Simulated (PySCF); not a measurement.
**[La(SH)4]−: other functionals and bases at one geometry**

Aim: see how levels, charges and forces of [La(SH)4]− depend on the level of theory. The structure is generated, not taken from experiment.

Method: several levels, as the steps say, no spin–orbit coupling; program: PySCF 2.14.0.

3 further runs of the same task are left out: 2 for a known fault of the program, 1 that didn't finish.

### Step 1. Starting geometry

9 atoms, charge -1, spin multiplicity 1.

Bond lengths: La1–S2 2.793 Å, La1–S4 2.793 Å, La1–S6 2.793 Å, La1–S8 2.793 Å, S2–H3 1.355 Å, S4–H5 1.355 Å, S6–H7 1.355 Å, S8–H9 1.355 Å. Angles: S2–La1–S4 111.6°, S2–La1–S6 108.4°, S2–La1–S8 108.4°, S4–La1–S6 108.4°, S4–La1–S8 108.4°, S6–La1–S8 111.6°, La1–S2–H3 89.5°, La1–S4–H5 89.5°, La1–S6–H7 89.6°, La1–S8–H9 89.6°.

Geometry (Å):

```
La    0.0000    0.0000    0.0000
S     1.7519    1.5057    1.5705
H     2.7886    1.0645    0.8180
S    -1.7519   -1.5057    1.5705
H    -2.7886   -1.0645    0.8180
S     1.5058   -1.7518   -1.5706
H     1.0649   -2.7886   -0.8180
S    -1.5058    1.7518   -1.5706
H    -1.0649    2.7886   -0.8180
```

Formal oxidation states: La +3. The 4f shell is empty and lies in the core potential. An earlier session relaxed this geometry at PBE0, La lcecp-1-SVP with ECP46, S def2-SVP, H def2-SVP (singlet, point group S4).

At PBE0 on the finer grid: E = -1625.999569 Eh, HOMO -3.10 eV, LUMO 2.67 eV, Mulliken charge on La1 +0.65 e, largest force component 0.005 eV/Å. The large-core potential holds the 4f shell empty.

Levels to run: TPSSh; wB97X; HF; B3LYP; PBE0, TZVP; PBE0, x2c-SVP. Hardware: 2 threads of Arm Neoverse N1, shared host.

### Step 2. TPSSh

The input, run.py (the lines that set the calculation):

```python
mol = gto.M(atom='''
La     0.00000     0.00000    -0.00001
S      1.75190     1.50575     1.57054
H      2.78858     1.06448     0.81803
S     -1.75190    -1.50575     1.57054
H     -2.78858    -1.06448     0.81803
S      1.50577    -1.75184    -1.57059
H      1.06487    -2.78860    -0.81798
S     -1.50577     1.75184    -1.57059
H     -1.06487     2.78860    -0.81798''',
    basis={'La': 'lcecp-1-SVP', 'S': 'def2-SVP', 'H': 'def2-SVP'},
    ecp={'La': 'lcecp-1-SVP'},
    charge=-1, spin=0)
mf = dft.RKS(mol, xc='TPSSH')
mf.grids.atom_grid = (75, 302)  # f atoms: unpruned, at least (60, 302)
mf = mf.density_fit()  # fitting sets: La AutoAux, S def2-universal-JKFIT, H def2-universal-JKFIT
mf.conv_tol = 1e-08; mf.max_cycle = 55
mf.kernel(dm0)  # dm0: the density of the relaxed state
```

On the command line:

```
> OMP_NUM_THREADS=2 python run.py
```

### Step 3. wB97X

Edit run.py (the lines that set the calculation) of step 2 so:

```diff
@@ -13,3 +13,3 @@
     charge=-1, spin=0)
-mf = dft.RKS(mol, xc='TPSSH')
+mf = dft.RKS(mol, xc='WB97X')
 mf.grids.atom_grid = (75, 302)  # f atoms: unpruned, at least (60, 302)
```

### Step 4. HF

Edit run.py (the lines that set the calculation) of step 3 so:

```diff
@@ -13,4 +13,3 @@
     charge=-1, spin=0)
-mf = dft.RKS(mol, xc='WB97X')
-mf.grids.atom_grid = (75, 302)  # f atoms: unpruned, at least (60, 302)
+mf = scf.RHF(mol)
 mf = mf.density_fit()  # fitting sets: La AutoAux, S def2-universal-JKFIT, H def2-universal-JKFIT
```

### Step 5. B3LYP

Edit run.py (the lines that set the calculation) of step 4 so:

```diff
@@ -13,3 +13,4 @@
     charge=-1, spin=0)
-mf = scf.RHF(mol)
+mf = dft.RKS(mol, xc='B3LYP')
+mf.grids.atom_grid = (75, 302)  # f atoms: unpruned, at least (60, 302)
 mf = mf.density_fit()  # fitting sets: La AutoAux, S def2-universal-JKFIT, H def2-universal-JKFIT
```

### Step 6. PBE0, TZVP

Basis: La lcecp-1-TZVP with ECP46, S def2-TZVP, H def2-TZVP. 

Edit run.py (the lines that set the calculation) of step 5 so:

```diff
@@ -10,6 +10,6 @@
 H     -1.06487     2.78860    -0.81798''',
-    basis={'La': 'lcecp-1-SVP', 'S': 'def2-SVP', 'H': 'def2-SVP'},
-    ecp={'La': 'lcecp-1-SVP'},
+    basis={'La': 'lcecp-1-TZVP', 'S': 'def2-TZVP', 'H': 'def2-TZVP'},
+    ecp={'La': 'lcecp-1-TZVP'},
     charge=-1, spin=0)
-mf = dft.RKS(mol, xc='B3LYP')
+mf = dft.RKS(mol, xc='PBE0')
 mf.grids.atom_grid = (75, 302)  # f atoms: unpruned, at least (60, 302)
@@ -17,2 +17,2 @@
 mf.conv_tol = 1e-08; mf.max_cycle = 55
-mf.kernel(dm0)  # dm0: the density of the relaxed state
+mf.kernel(dm0)  # dm0: free metal ions and neutral atoms
```

### Step 7. PBE0, x2c-SVP

Basis: La x2c-SVPall, S x2c-SVPall, H x2c-SVPall. All electrons are treated, with the spin-free X2C Hamiltonian.

The input, run.py (the lines that set the calculation):

```python
mol = gto.M(atom='''
La     0.00000     0.00000    -0.00001
S      1.75190     1.50575     1.57054
H      2.78858     1.06448     0.81803
S     -1.75190    -1.50575     1.57054
H     -2.78858    -1.06448     0.81803
S      1.50577    -1.75184    -1.57059
H      1.06487    -2.78860    -0.81798
S     -1.50577     1.75184    -1.57059
H     -1.06487     2.78860    -0.81798''',
    basis={'La': 'x2c-SVPall', 'S': 'x2c-SVPall', 'H': 'x2c-SVPall'},
    nucmod='G',
    charge=-1, spin=0)
mf = dft.RKS(mol, xc='PBE0')
mf.grids.atom_grid = (99, 590)  # f atoms: unpruned, at least (60, 302)
mf = mf.density_fit()  # fitting sets: La AutoAux, S AutoAux, H AutoAux
mf = mf.sfx2c1e()
mf.conv_tol = 1e-08; mf.max_cycle = 55
mf.kernel(dm0)  # dm0: free metal ions and neutral atoms
```

Before running it: what results should come out? Wanted: for each run, HOMO; gap; charge on La1; dipole; largest force.

The runs gave:

| level | state | HOMO (eV) | gap (eV) | charge on La1 (e) | dipole (D) | largest force (eV/Å) | basis functions | time |
| --- | --- | --- | --- | --- | --- | --- | --- | --- |
| PBE0 (relaxed here) | singlet | -3.10 | 5.77 | 0.65 | 0.00 | 0.00 | 125 | 45 s |
| TPSSh | singlet | -2.49 | 4.99 | 0.69 | 0.00 | 0.10 | 125 | 21 s |
| wB97X | singlet | -5.44 | 9.56 | 0.68 | 0.00 | 0.12 | 125 | 21 s |
| HF | singlet | -5.84 | 10.28 | 1.08 | 0.00 | 0.59 | 125 | 8.5 s |
| B3LYP | singlet | -2.77 | 5.24 | 0.56 | 0.00 | 0.14 | 125 | 15 s |
| PBE0, TZVP | singlet | -3.32 | 5.86 | 1.19 | 0.00 | 0.18 | 219 | 40 s |
| PBE0, x2c-SVP | singlet | -3.07 | 5.55 | 0.55 | 0.00 | 0.08 | 158 | 69 s |

Times are on 2 threads of Arm Neoverse N1, shared host; the first row also made further properties. The dipole of a charged species depends on the origin, so these sizes hold for this origin alone.

In one basis the HOMO–LUMO gap runs from 4.99 eV (TPSSh) to 10.28 eV (HF). The largest leftover force, 0.59 eV/Å with HF, stands at a geometry relaxed at another level. The Mulliken charge on La spans +0.55 to +1.19 e over the levels. With 4f in the core, its levels are missing from HOMO and gap. Total energies of different levels can't be compared. Spin–orbit coupling is left out throughout.
